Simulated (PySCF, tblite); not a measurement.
**GaH4NO2, a small molecule taken as a stand-in for a surface group (gallium hydroxide): NMR shifts, core binding energies and electronic excitations**

Aim: the NMR shifts, core binding energies and electronic excitations of `[NH2][Ga]([OH])[OH]`.

Computed with tblite 0.8.0 and PySCF 2.14.0; each step states its level. No surroundings beyond the atoms listed, unless a continuum is named. Atoms count from 0, parts from 1.

## 1. The system as given

8 atoms, charge 0, multiplicity 1; geometry: distance geometry start.

## 2. Relaxing the cluster with GFN2-xTB

The job: settings as JSON, then the geometry in Å.

```
{"job": {"kind": "relax", "xc": "GFN2-xTB", "basis": "xTB"}, "charge": 0, "multiplicity": 1}
O      0.088012     1.405597    -1.132025
Ga    -0.114559    -0.468610    -1.304319
O      0.755818    -1.249984    -2.776780
N     -0.090172    -1.480156     0.321458
H      0.251632     1.853696    -0.307201
H      1.444362    -1.932201    -2.730778
H     -0.263235    -0.950040     1.177521
H      0.594195    -2.225984     0.386343
```

Level: GFN2-xTB geometry optimisation, gas phase.

Started as:

```console
$ OMP_NUM_THREADS=1 python cluster_run.py task.json out
```

One launch serves the whole session: the jobs run in the order shown.

The log of the run:

```text
step      E/eV     max force
  0    -389.85552    2.034
  1    -389.97322    1.828
  2    -390.31607    1.410
  3    -390.38293    0.859
  4    -390.41208    0.571
  5    -390.43101    0.522
  6    -390.44691    0.367
  7    -390.45440    0.291
  8    -390.46030    0.216
  9    -390.46573    0.257
 10    -390.47358    0.315
 11    -390.48577    0.473
 12    -390.50227    0.568
 13    -390.51822    0.416
 14    -390.52612    0.174
 15    -390.52810    0.222
 16    -390.53129    0.179
 17    -390.53825    0.212
 18    -390.54355    0.227
 19    -390.54633    0.145
 20    -390.54819    0.172
 21    -390.55019    0.185
 22    -390.55183    0.312
 23    -390.55559    0.208
 24    -390.55999    0.139
 25    -390.56337    0.124
 26    -390.56371    0.287
 27    -390.56479    0.110
 28    -390.56579    0.063
 29    -390.56646    0.070
 30    -390.56664    0.039
 31    -390.56672    0.026
 32    -390.56681    0.035
 33    -390.56702    0.063
 34    -390.56743    0.095
 35    -390.56801    0.100
 36    -390.56848    0.063
 37    -390.56867    0.030
 38    -390.56871    0.020
 39    -390.56874    0.030
 40    -390.56881    0.027
 41    -390.56891    0.034
 42    -390.56901    0.030
 43    -390.56905    0.014
 44    -390.56907    0.009
 45    -390.56908    0.010
 46    -390.56910    0.018
 47    -390.56914    0.029
 48    -390.56919    0.034
 49    -390.56925    0.027
 50    -390.56928    0.021
 51    -390.56930    0.017
 52    -390.56932    0.018
 53    -390.56937    0.028
 54    -390.56944    0.043
 55    -390.56954    0.048
 56    -390.56961    0.035
 57    -390.56963    0.017
 58    -390.56965    0.013
 59    -390.56966    0.014
 60    -390.56969    0.022
 61    -390.56971    0.023
 62    -390.56973    0.010
 63    -390.56973    0.003
```

It took 0.85 s on 1 thread of Arm Neoverse N1, shared host.

Along the way:

```tsv
step	energy from step 0 (eV)	largest force (eV/Å)
0	0.0000	2.0340
2	-0.4606	1.4102
4	-0.5566	0.5717
6	-0.5914	0.3669
8	-0.6048	0.2162
10	-0.6181	0.3154
12	-0.6467	0.5681
14	-0.6706	0.1737
16	-0.6758	0.1792
18	-0.6880	0.2273
20	-0.6927	0.1727
22	-0.6963	0.3120
24	-0.7045	0.1387
26	-0.7082	0.2871
28	-0.7103	0.0628
30	-0.7111	0.0387
32	-0.7113	0.0350
34	-0.7119	0.0953
36	-0.7130	0.0630
38	-0.7132	0.0203
40	-0.7133	0.0271
42	-0.7135	0.0300
44	-0.7135	0.0092
46	-0.7136	0.0180
48	-0.7137	0.0334
50	-0.7138	0.0207
52	-0.7138	0.0177
54	-0.7139	0.0428
56	-0.7141	0.0344
58	-0.7141	0.0124
60	-0.7142	0.0224
62	-0.7142	0.0105
63	-0.7142	0.0033
```

Distances of close pairs at the start and the end, largest changes first:

```tsv
bond	before (Å)	after (Å)	change (Å)
O0–Ga1	1.893	1.732	-0.161
Ga1–O2	1.880	1.732	-0.149
Ga1–N3	1.915	1.848	-0.067
O2–H5	0.970	0.956	-0.015
N3–H6	1.022	1.012	-0.010
O0–H4	0.953	0.956	+0.003
N3–H7	1.014	1.012	-0.002
```

## 3. Geometry optimisation at PBE0-D3(BJ)/def2-SVP

The job: settings as JSON, then the geometry in Å.

```
{"job": {"xc": "PBE0", "basis": "def2-SVP", "d3": "d3bj", "grid": 2, "kind": "geom", "shake": 0.01}, "charge": 0, "multiplicity": 1}
O     -0.099852     1.934403    -0.391465
Ga     0.068908     0.235525    -0.351938
O      0.614606    -0.424285    -1.857447
N     -0.380780    -0.801795     1.090860
H     -0.508304     2.451226     0.312701
H      0.700780    -1.357780    -2.005477
H     -0.399103    -0.363370     2.004728
H      0.049821    -1.702477     1.170139
```

The log of the run:

```text
step   0  E = -2131.64738199  max force = 0.044266
step   1  E = -2131.65024314  max force = 0.024182
step   2  E = -2131.65183144  max force = 0.009965
step   3  E = -2131.65224516  max force = 0.001853
step   4  E = -2131.65229981  max force = 0.001135
step   5  E = -2131.65233313  max force = 0.000667
step   6  E = -2131.65234318  max force = 0.000506
step   7  E = -2131.65236714  max force = 0.000482
step   8  E = -2131.65237694  max force = 0.000344
optimisation converged
```

Run time: 61 s. Hardware: 1 thread of Arm Neoverse N1, shared host; peak memory 0.48 GiB.

The steps of the relaxation:

```tsv
step	energy from step 0 (eV)	largest force component (eV/Å)
0	0.0000	2.2763
1	-0.0779	1.2435
2	-0.1211	0.5124
3	-0.1323	0.0953
4	-0.1338	0.0584
5	-0.1347	0.0343
6	-0.1350	0.0260
7	-0.1357	0.0248
8	-0.1359	0.0177
```

Close pairs (by a distance rule), those that changed most:

```tsv
bond	before (Å)	after (Å)	change (Å)
O0–Ga1	1.708	1.778	+0.070
Ga1–O2	1.732	1.778	+0.046
Ga1–N3	1.833	1.812	-0.021
O2–H5	0.949	0.961	+0.012
N3–H7	1.001	1.012	+0.011
O0–H4	0.964	0.961	-0.003
N3–H6	1.014	1.012	-0.002
```

The end geometry stands in the next job.

```tsv
at the end point	value
point group (found at 0.08 Å tolerance)	Cs
rotational constants (GHz, main isotopes)	6.068, 5.778, 2.962
dipole moment (D)	3.94
```

## 4. Shielding tensors: PBE0/pcSseg-2

The job: settings as JSON, then the geometry in Å.

```
{"job": {"kind": "nmr", "xc": "PBE0", "basis": "pcSseg-2"}, "charge": 0, "multiplicity": 1}
O     -0.150518     2.018579    -0.409258
Ga     0.078597     0.256134    -0.379246
O      0.657980    -0.426816    -1.914672
N     -0.308880    -0.768715     1.063477
H     -0.482312     2.388548     0.413537
H      0.750069    -1.383690    -1.911640
H     -0.470603    -0.374495     1.981630
H     -0.026681    -1.738759     1.127603
```

Level: GIAO PBE0/pcSseg-2 NMR shielding, non-relativistic, gas phase.

The log of the run:

```text
coarse grid: 32784 points
cycle   1  E = -2131.8980393099  dE = -1.859e-01  |g| = 1.580e+00  |ddm| = 2.097e+00
cycle   2  E = -2131.1734487440  dE =  7.246e-01  |g| = 2.643e+00  |ddm| = 1.757e+00
cycle   3  E = -2132.1857618119  dE = -1.012e+00  |g| = 2.793e-01  |ddm| = 1.330e+00
cycle   4  E = -2132.1969992288  dE = -1.124e-02  |g| = 1.636e-01  |ddm| = 2.050e-01
cycle   5  E = -2132.2015164806  dE = -4.517e-03  |g| = 1.493e-02  |ddm| = 7.107e-02
cycle   6  E = -2132.2015591702  dE = -4.269e-05  |g| = 3.823e-03  |ddm| = 1.184e-02
cycle   7  E = -2132.2015618884  dE = -2.718e-06  |g| = 1.380e-03  |ddm| = 2.514e-03
final grid: 68192 points
cycle   8  E = -2132.2015757439  dE =  2.325e-07  |g| = 1.987e-03  |ddm| = 1.625e-03
cycle   9  E = -2132.2015751243  dE =  6.197e-07  |g| = 2.823e-03  |ddm| = 1.893e-03
cycle  10  E = -2132.2015762943  dE = -1.170e-06  |g| = 1.361e-04  |ddm| = 1.128e-03
cycle  11  E = -2132.2015762963  dE = -2.072e-09  |g| = 1.331e-05  |ddm| = 4.795e-05
cycle  12  E = -2132.2015762964  dE = -2.001e-11  |g| = 3.118e-06  |ddm| = 1.015e-05
converged SCF energy = -2132.2015762964

GIAO shielding tensors (ppm)
atom      isotropic    diamagn.    paramagn.     s11        s22        s33       span
  0 O      303.886     382.982     -79.096    268.219    315.385    328.054     59.835
  1 Ga    1416.687    2641.056   -1224.369   1188.275   1483.717   1578.068    389.793
  2 O      303.628     382.988     -79.360    268.146    314.756    327.980     59.834
  3 N      247.455     313.109     -65.654    227.509    236.548    278.308     50.799
  4 H       30.531      32.101      -1.570     21.724     25.443     44.427     22.704
  5 H       30.542      32.099      -1.557     21.740     25.483     44.403     22.663
  6 H       30.649      31.063      -0.414     23.137     25.807     43.001     19.864
  7 H       30.654      31.067      -0.413     23.143     25.857     42.961     19.818
```

It took 38 s on 1 thread of Arm Neoverse N1, shared host; peak memory 0.88 GiB.

Shifts follow as δ = σ(reference) − σ, with reference shieldings (ppm) from runs at the same level and on the same kind of geometry: 1H TMS 31.25, 15N NH3 261.7, 17O H2O 328.2, 71Ga GaH4- 1718. The references are single molecules in the gas phase, so shifts against H2O, NH3, PH3, H3PO4 or CFCl3 are not on the usual liquid scales and can be off by tens of ppm. Shifts against hydride references such as AlH4− lie on their own scale. Atoms listed in one row are averaged.

```tsv
atoms	environment	σ (ppm)	δ (ppm)
H4, H5	hydrogen on an oxygen bonded to Ga	30.54	0.71
H6, H7	hydrogen on a nitrogen bonded to Ga	30.65	0.59
O0, O2	oxygen bonded to Ga, H	303.8	24.4
Ga1	Ga bonded to N, 2 O	1417	301
N3	nitrogen bonded to Ga, 2 H	247.5	14.2
```

Charges from the same density, by scheme (e):

```tsv
atoms	Mulliken	IAO	Hirshfeld	ESP fit
O0, O2	-0.57	-0.78	-0.38	-0.71
Ga1	1.02	1.15	0.63	1.08
N3	-0.55	-0.86	-0.37	-1.18
```

Mayer bond orders: O0–Ga1 0.98, Ga1–O2 0.98, Ga1–N3 1.07.

## 5. X-ray photoelectron lines: SCAN, X2C

Settings changed since step 4:

```diff
@@ -1,2 +1,2 @@
-{"job": {"kind": "nmr", "xc": "PBE0", "basis": "pcSseg-2"}, "charge": 0, "multiplicity": 1}
+{"job": {"kind": "xps", "holes": 5}, "charge": 0, "multiplicity": 1}
 O     -0.150518     2.018579    -0.409258
```

Method: delta-SCF UKS SCAN, pcX-2 on the ionised atom, pcseg-1 elsewhere, spin-free X2C.

The log of the run:

```text
ground state, core basis on atom 0 (O), 120 functions
  cycle   1  E = -2147.16342059  |g| = 1.19e+00
  cycle   2  E = -2146.02550158  |g| = 2.58e+00
  cycle   3  E = -2147.39321148  |g| = 4.04e-01
  cycle   4  E = -2147.42650574  |g| = 1.73e-01
  cycle   5  E = -2147.43319223  |g| = 2.07e-02
  cycle   6  E = -2147.43328800  |g| = 7.29e-03
  cycle   7  E = -2147.43329588  |g| = 3.35e-03
  cycle   8  E = -2147.43329733  |g| = 1.97e-03
  cycle   9  E = -2147.43329903  |g| = 1.21e-04
  E(ground) = -2147.69725188 Eh
hole in O 1s of atom 0
  cycle   1  E = -2126.84260514  |g| = 2.22e+00
  cycle   2  E = -2124.79611690  |g| = 2.58e+00
  cycle   3  E = -2127.16561302  |g| = 1.04e+00
  cycle   4  E = -2127.59345590  |g| = 3.98e-01
  cycle   5  E = -2127.65492538  |g| = 1.29e-01
  cycle   6  E = -2127.66098564  |g| = 5.94e-02
  cycle   7  E = -2127.66241294  |g| = 2.53e-02
  cycle   8  E = -2127.66266481  |g| = 5.45e-03
  cycle   9  E = -2127.66268085  |g| = 1.02e-03
  cycle  10  E = -2127.66268073  |g| = 2.72e-04
  E(ion) = -2127.92790497 Eh   <S^2> = 0.7625   hole on atom = 1.000   binding energy = 537.951 eV
ground state, core basis on atom 3 (N), 120 functions
  cycle   1  E = -2147.41677123  |g| = 1.00e-01
  cycle   2  E = -2147.41377234  |g| = 1.42e-01
  cycle   3  E = -2147.41746015  |g| = 3.59e-02
  cycle   4  E = -2147.41768123  |g| = 1.31e-02
  cycle   5  E = -2147.41771688  |g| = 1.40e-03
  cycle   6  E = -2147.41771974  |g| = 5.91e-04
  cycle   7  E = -2147.41771797  |g| = 1.07e-04
  E(ground) = -2147.68163993 Eh
hole in N 1s of atom 3
  cycle   1  E = -2131.83832037  |g| = 1.86e+00
  cycle   2  E = -2131.14114919  |g| = 2.10e+00
  cycle   3  E = -2132.39221387  |g| = 6.19e-01
  cycle   4  E = -2132.41788416  |g| = 5.60e-01
  cycle   5  E = -2132.54351329  |g| = 4.51e-02
  cycle   6  E = -2132.54441952  |g| = 1.14e-02
  cycle   7  E = -2132.54445465  |g| = 8.46e-03
  cycle   8  E = -2132.54448240  |g| = 3.09e-03
  cycle   9  E = -2132.54448726  |g| = 6.39e-04
  cycle  10  E = -2132.54448659  |g| = 2.15e-04
  E(ion) = -2132.80813937 Eh   <S^2> = 0.7658   hole on atom = 1.000   binding energy = 404.729 eV
```

It took 17 s on 1 thread of Arm Neoverse N1, shared host; peak memory 0.5 GiB.

The holes in one table. −ε is the ground-state orbital energy:

```tsv
hole	stands for	environment	ΔSCF (eV)	−ε (eV)	⟨S²⟩
O1s on O0	O0, O2	oxygen bonded to Ga, H	537.95	516.3	0.763
N1s on N3	N3	nitrogen bonded to Ga, 2 H	404.73	385.8	0.766
```

Each hole run stands for the others of its class of like atoms.

## 6. Excited states and response: CAM-B3LYP/def2-SVPD

Settings changed since step 5:

```diff
@@ -1,2 +1,2 @@
-{"job": {"kind": "xps", "holes": 5}, "charge": 0, "multiplicity": 1}
+{"job": {"kind": "uv", "xc": "CAM-B3LYP", "basis": "def2-SVPD", "nstates": 6, "ntriplets": 2, "ip": true}, "charge": 0, "multiplicity": 1}
 O     -0.150518     2.018579    -0.409258
```

With the program's defaults for keys left out, this is: TDDFT CAM-B3LYP/def2-SVPD, vertical, gas phase, core orbitals frozen in the response.

The log of the run:

```text
coarse grid: 32784 points
cycle   1  E = -2131.9783690500  dE = -2.240e-01  |g| = 1.125e+00  |ddm| = 3.728e+00
cycle   2  E = -2131.7141625271  dE =  2.642e-01  |g| = 1.673e+00  |ddm| = 2.903e+00
cycle   3  E = -2132.2062563151  dE = -4.921e-01  |g| = 1.179e-01  |ddm| = 1.655e+00
cycle   4  E = -2132.2083902945  dE = -2.134e-03  |g| = 6.215e-02  |ddm| = 1.756e-01
cycle   5  E = -2132.2091666125  dE = -7.763e-04  |g| = 6.139e-03  |ddm| = 6.011e-02
cycle   6  E = -2132.2091779241  dE = -1.131e-05  |g| = 1.226e-03  |ddm| = 1.449e-02
cycle   7  E = -2132.2091786254  dE = -7.013e-07  |g| = 6.526e-04  |ddm| = 3.578e-03
final grid: 68192 points
cycle   8  E = -2132.2092042611  dE = -2.217e-08  |g| = 6.956e-04  |ddm| = 1.740e-03
cycle   9  E = -2132.2092042326  dE =  2.859e-08  |g| = 8.073e-04  |ddm| = 1.187e-03
cycle  10  E = -2132.2092043387  dE = -1.062e-07  |g| = 5.272e-05  |ddm| = 6.416e-04
cycle  11  E = -2132.2092043393  dE = -5.657e-10  |g| = 1.790e-05  |ddm| = 5.891e-05
converged SCF energy = -2132.2092043393

Static polarisability (au): isotropic 42.983, principal 35.723 45.321 47.905

Singlet excitations
state   eV       nm        f      main configurations
  1   5.6462    219.6   0.02150   H->L 0.93
  2   6.5857    188.3   0.00001   H-1->L 0.84
  3   7.2576    170.8   0.06079   H-2->L 0.53, H->L+2 0.21, H-3->L 0.09
  4   7.3391    168.9   0.10610   H-3->L 0.49, H->L+3 0.18, H->L+2 0.14
  5   7.4611    166.2   0.00192   H->L+1 0.83
  6   7.6335    162.4   0.01116   H-4->L 0.69, H-1->L+2 0.09

Triplet excitations (Tamm-Dancoff, eV): 5.2222 6.2111
Vertical ionisation energy (delta-SCF) = 10.2752 eV
Vertical electron affinity (delta-SCF) = -0.3521 eV
```

Run time: 71 s. Hardware: 1 thread of Arm Neoverse N1, shared host; peak memory 0.62 GiB.

Frontier orbitals and where they lie:

```tsv
orbital	eV	atoms
HOMO−3	-11.06	O0 37 %, O2 37 %, Ga1 10 %
HOMO−2	-10.90	O2 35 %, O0 33 %, N3 13 %
HOMO−1	-10.29	O2 44 %, O0 43 %, Ga1 6 %
HOMO	-9.24	N3 67 %, Ga1 10 %, H6 7 %
LUMO	-0.28	Ga1 61 %, O0 8 %, O2 8 %
LUMO+1	1.32	Ga1 23 %, O2 22 %, O0 22 %
LUMO+2	1.53	Ga1 51 %, O0 17 %, O2 17 %
```

With each of the 6 states as a Gaussian band of 0.4 eV half-width at 1/e, the curve within the window shown has maxima at 219 nm (ε 870), 169 nm (ε 7,000) L/(mol cm). Beyond the last state computed it falls off for lack of states. The curve at chosen wavelengths:

(nm, ε (L/mol/cm)): (156, 890), (160, 2671), (163, 4601), (167, 6687), (170, 6931), (174, 5415), (177, 3686), (181, 1743), (184, 849), (188, 274), (192, 87), (195, 64), (199, 115), (202, 204), (206, 380), (209, 537), (213, 731), (217, 851), (220, 869), (224, 798), (227, 693), (231, 523), (234, 398), (238, 255), (241, 174), (245, 98)

Ground-state properties from the same run:

```tsv
property	computed
dipole moment (D)	3.91
polarisability (Å³)	6.37
HOMO–LUMO gap (eV)	8.96
−ε(HOMO) (eV)	9.24
```

## 7. Summary of results

| quantity | value |
| --- | --- |
| point group | Cs |
| rotational constants (main isotopes) | 6.07, 5.78, 2.96 GHz |
| 1H shifts against TMS (PBE0/pcSseg-2, means over atoms taken as alike) | 0.71, 0.59 ppm |
| 17O shifts against H2O (PBE0/pcSseg-2, means over atoms taken as alike) | 24.4 ppm |
| 71Ga shifts against GaH4- (PBE0/pcSseg-2) | 301 ppm |
| 15N shifts against NH3 (PBE0/pcSseg-2) | 14.2 ppm |
| O1s binding energies, SCAN/pcX-2 | O0 537.95 eV |
| N1s binding energies, SCAN/pcX-2 | N3 404.73 eV |
| lowest singlet (CAM-B3LYP/def2-SVPD) | 5.65 eV (220 nm), f = 0.021 |
| brightest single state of those computed | state 4, 7.34 eV, f = 0.106 |
| lowest triplet | 5.22 eV |
| vertical ionisation energy (ΔSCF) | 10.28 eV |
| vertical electron affinity (ΔSCF) | -0.35 eV (unbound: the value hangs on the basis) |

**Reading.** Over 8 steps the energy fell by 0.136 eV; of the close pairs, O0–Ga1 changed most, 1.708 to 1.778 Å (PBE0/def2-SVP). At PBE0/pcSseg-2: The widest tensor belongs to Ga1: span 390 ppm, with a paramagnetic part of -1224 ppm. The lowest singlet, at 5.65 eV, is HOMO→LUMO 0.93 and is weak; of the 6 states computed, the strongest absorption comes from state 4 at 7.34 eV. The lowest triplet lies 0.42 eV below the lowest singlet (triplets in Tamm-Dancoff, singlets in full TDDFT). ΔSCF puts the ionisation energy at 10.28 eV, 1.04 eV above −ε(HOMO). Spin-orbit coupling is left out, which matters for shieldings and couplings at and beside the heavy atoms.
